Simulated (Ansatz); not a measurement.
# BBrH2N: the cost of one run

The runs use Ansatz 0.2.0, Gaussian basis; PBE0-D4/def2-SVPD.

1 further run of the same task is left out (it didn't finish).

## Step 1: Where the work starts

SMILES `[NH-]BBr`, 5 atoms, charge -1, spin multiplicity 1.

Atoms are counted from 1 here; the program's logs count them from 0.

Bond lengths: N1–B2 1.308 Å, N1–H4 1.011 Å, B2–Br3 2.165 Å, B2–H5 1.180 Å. Angles: B2–N1–H4 125.4°, N1–B2–Br3 124.7°, N1–B2–H5 128.3°, Br3–B2–H5 107.1°.

As a file:

```xyz
5

N    -0.45516   -1.00682   -0.12308
B     0.36487   -0.04011    0.19760
Br    0.02427    2.05538   -0.22492
H    -1.33907   -0.89128   -0.59986
H     1.40509   -0.11717    0.75026
```

## Step 2: The run

md/in.yaml reads:

```yaml
crystal:
  periodic: [false, false, false]
  atoms:
    - {symbol: N, position_ang: [-0.455160, -1.006820, -0.123080]}
    - {symbol: B, position_ang: [0.364870, -0.040110, 0.197600]}
    - {symbol: Br, position_ang: [0.024270, 2.055380, -0.224920]}
    - {symbol: H, position_ang: [-1.339070, -0.891280, -0.599860]}
    - {symbol: H, position_ang: [1.405090, -0.117170, 0.750260]}
basis:
  gaussian: {orbitals: def2-SVPD}
total_charge: -1
hamiltonian: {xc: pbe0, dispersion: d4}
md: {n_steps: 30, timestep: 0.25, temperature: 200, ensemble: nvt_nose_hoover, seed: 773, initial_velocities: maxwell_boltzmann}
```

Started as:

```
$ ansatz run in.yaml --threads 2 --pin off --events-out ev --progress --plain --max-ram 3481MiB
```

Q: Estimate wall time and peak memory on 2 threads of Arm Neoverse V1, shared host.

About 61 s, with a peak of 0.19 GiB.
